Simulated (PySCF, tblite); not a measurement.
# C4H4FOS radical: geometry, infrared bands and EPR parameters

Aim: predict the infrared bands and EPR parameters of C4H4FOS radical (`O=[S@@]1[C]=C[C@@H](F)C1`).

Programs: tblite 0.8.0 and PySCF 2.14.0, with density-fitted response routines of our own. Each step states its level of theory. These are calculated values for one molecule in the gas phase, unless marked as measured. Atoms count from 0, in the outputs and in this text.

## Step 1: The molecule as given

11 atoms, charge 0, multiplicity 2; geometry from: force field or distance geometry start.

Bonds of the start (Å): O0–S1 1.53, S1–C2 1.81, C2–C3 1.30, C3–C4 1.47, C4–F5 1.38, C4–C6 1.50, C6–S1 1.84, C3–H7 1.12, C4–H8 1.12, C6–H9 1.10, C6–H10 1.11.

## Step 2: Relaxing the molecule with GFN2-xTB

What the job is given:

```
{"job": {"kind": "relax", "xc": "GFN2-xTB", "basis": "xTB"}, "charge": 0, "multiplicity": 2}
O     -1.761300     0.822200    -1.359300
S     -1.371700     1.009600     0.104600
C      0.270400     1.774000     0.192000
C      1.107800     0.804000    -0.021300
C      0.545900    -0.540200    -0.219100
F      1.427800    -1.562200     0.045000
C     -0.712500    -0.639600     0.593900
H      2.211800     0.984800    -0.014900
H      0.213200    -0.571300    -1.290000
H     -0.520600    -0.641800     1.681900
H     -1.405400    -1.436900     0.261300
```

Started as:

```sh
> OMP_NUM_THREADS=1 python probes_run.py task.json out
```

One launch serves the whole session: the jobs run in the order shown.

**Question.** This job is followed by: GFN2-xTB harmonic vibrations, gas phase; UKS B3LYP, pcH-1 on C F H O S, non-relativistic, mean-field spin-orbit, GIAO. Predict these results of the whole session: strongest single infrared mode (GFN2-xTB); zero-point energy (GFN2-xTB); g(iso) (B3LYP); ⟨S²⟩; largest a(iso); surface potential, 1st and 99th percentile.

**Answer**, as computed:

```
                                 quantity                  value
strongest single infrared mode (GFN2-xTB)  1130 cm⁻¹, 139 km/mol
             zero-point energy (GFN2-xTB)          44.0 kcal/mol
                           g(iso) (B3LYP)                2.00321
                                     ⟨S²⟩     0.759 (exact 0.75)
                           largest a(iso)   13C on C2, 424.3 MHz
    surface potential, 1st and 99th percentile     -1.83 V and 1.41 V
```

**Reading.** The optimisation took 41 steps and gained 0.493 eV; among the close pairs (by a distance rule), O0–S1 changed most, from 1.526 to 1.460 Å. No mode is imaginary among the 27: a minimum at this level. Unscaled tight-binding wavenumbers are off by several per cent, some by more. Its intensities can rank the bands wrongly. Most of the unpaired spin sits on C2 (0.92 e). The isotropic g lies 0.9 ppt above the free-electron value.
